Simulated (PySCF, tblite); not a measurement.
# C4H4Cl2F radical: geometry, infrared bands and EPR parameters

What infrared bands and EPR parameters should C4H4Cl2F radical (`F[C@@]1(Cl)[CH][C@H]1CCl`) show?

Programs: tblite 0.8.0 and PySCF 2.14.0, with density-fitted response routines of our own. Each step states its level of theory. These are calculated values for one molecule in the gas phase, unless marked as measured. Atoms count from 0, in the outputs and in this text.

## 1. The molecule as given

11 atoms, charge 0, multiplicity 2; geometry from: force field or distance geometry start.

Bonds of the start (Å): F0–C1 1.38, C1–Cl2 1.74, C1–C3 1.45, C3–C4 1.44, C4–C5 1.49, C5–Cl6 1.78, C4–C1 1.51, C3–H7 1.08, C4–H8 1.08, C5–H9 1.09, C5–H10 1.09.

## 2. Geometry optimisation with GFN2-xTB

What the job is given:

```
{"job": {"kind": "relax", "xc": "GFN2-xTB", "basis": "xTB"}, "charge": 0, "multiplicity": 2}
F     -1.425600     0.338900    -1.223000
C     -1.332300     0.083400     0.125800
Cl    -2.652600     0.579400     1.141000
C     -0.702000    -1.168100     0.479400
C      0.052000     0.039900     0.720100
C      1.199300     0.423700    -0.149600
Cl     2.686400    -0.317700     0.490000
H     -0.439300    -1.912500    -0.252400
H      0.189800     0.330900     1.747900
H      1.341100     1.508100    -0.132700
H      1.088700     0.096700    -1.187600
```

The run is started by

```console
OMP_NUM_THREADS=1 python probes_run.py task.json out
```

The driver reads the jobs from task.json and runs them one after another.

**Question.** This job is followed by: GFN2-xTB harmonic vibrations, gas phase; UKS B3LYP, pcH-1 on C Cl F H, non-relativistic, mean-field spin-orbit, GIAO. Predict these results of the whole session: strongest single infrared mode (GFN2-xTB); zero-point energy (GFN2-xTB); g(iso) (B3LYP); ⟨S²⟩; largest a(iso); surface potential, 1st and 99th percentile.

As calculated:

| quantity | value |
| --- | --- |
| strongest single infrared mode (GFN2-xTB) | 1406 cm⁻¹, 67 km/mol |
| zero-point energy (GFN2-xTB) | 41.9 kcal/mol |
| g(iso) (B3LYP) | 2.00295 |
| ⟨S²⟩ | 0.754 (exact 0.75) |
| largest a(iso) | 13C on C3, 248.2 MHz |
| surface potential, 1st and 99th percentile | -0.59 V and 1.41 V |

**Reading.** The optimisation took 30 steps and gained 0.202 eV; among the close pairs (by a distance rule), C3–C4 changed most, from 1.444 to 1.468 Å. No mode is imaginary among the 27: a minimum at this level. The strongest single mode, at 1406 cm⁻¹, is spread over several atoms, C4, C1, C3 among them. Unscaled tight-binding wavenumbers are off by several per cent, some by more. Its intensities can rank the bands wrongly. Most of the unpaired spin sits on C3 (0.93 e). The isotropic g lies 0.6 ppt above the free-electron value.
